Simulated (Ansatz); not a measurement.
# SnHF₂ radical: how energies converge with the basis set

One table from this session's results is given with a row withheld; the runs are named, their logs left out.

The runs use Ansatz 0.2.0, Gaussian basis; one geometry, several basis sets.

The runs, in order: PBE0-D4/def2-SVP; ωB97M-V/def2-SVP; PBE0-D4/def2-QZVPP; ωB97M-V/def2-QZVPP; the functionals' def2-TZVPP values are taken from earlier runs.

## Structure used throughout

All runs share one geometry, relaxed beforehand with PBE0-D4 in a triple-zeta def2 set. Sn takes the def2 core potential; no spin-orbit term is included.

SMILES `[F][SnH][F]`, 4 atoms, charge 0, spin multiplicity 2.

Atoms are counted from 1 here; the program's logs count them from 0.

Bond lengths: F1–Sn2 1.919 Å, Sn2–F3 1.919 Å, Sn2–H4 1.746 Å. Angles: F1–Sn2–F3 101.8°, F1–Sn2–H4 106.1°, F3–Sn2–H4 106.1°.

The first run:

Input file in.yaml:

```yaml
crystal:
  periodic: [false, false, false]
  atoms:
    - {symbol: F, position_ang: [0.674189, -1.225618, 1.047166]}
    - {symbol: Sn, position_ang: [-0.535166, -0.042202, 0.141592]}
    - {symbol: F, position_ang: [0.344708, 1.651089, 0.345715]}
    - {symbol: H, position_ang: [-0.428231, -0.443568, -1.554673]}
basis:
  gaussian: {orbitals: def2-SVP}
magnetization: {spin_polarized: true, initial_magnetization: 1}
hamiltonian: {xc: pbe0, dispersion: d4}
output: {orbitals: {seedname: orbitals}}
```

On the command line:

```console
$ ansatz run in.yaml --threads 2 --pin off --events-out ev --progress --plain --max-ram 32768MiB --backend cpu
```

Among the steps run: PBE0-D4 in def2-SVP; ωB97M-V in def2-SVP; PBE0-D4 in def2-QZVPP; ωB97M-V in def2-QZVPP.

One of the session's tables, all rows but one given; the rest of the session is left out.

| functional | basis | HOMO (eV) | LUMO (eV) |
| --- | --- | --- | --- |
| PBE0-D4 | def2-SVP | -7.46 | -4.28 |
| PBE0-D4 | def2-TZVPP | -7.62 | -4.40 |
| PBE0-D4 | def2-QZVPP | -7.64 | -4.42 |
| ωB97M-V | def2-SVP | ? | ? |
| ωB97M-V | def2-TZVPP | -9.70 | -2.62 |
| ωB97M-V | def2-QZVPP | -9.73 | -2.67 |

Estimate the missing values for ωB97M-V, def2-SVP.

**Answer.** HOMO (eV): -9.49; LUMO (eV): -2.43. In the column «HOMO (eV)» it lies between ωB97M-V, def2-TZVPP (-9.70) and PBE0-D4, def2-QZVPP (-7.64).
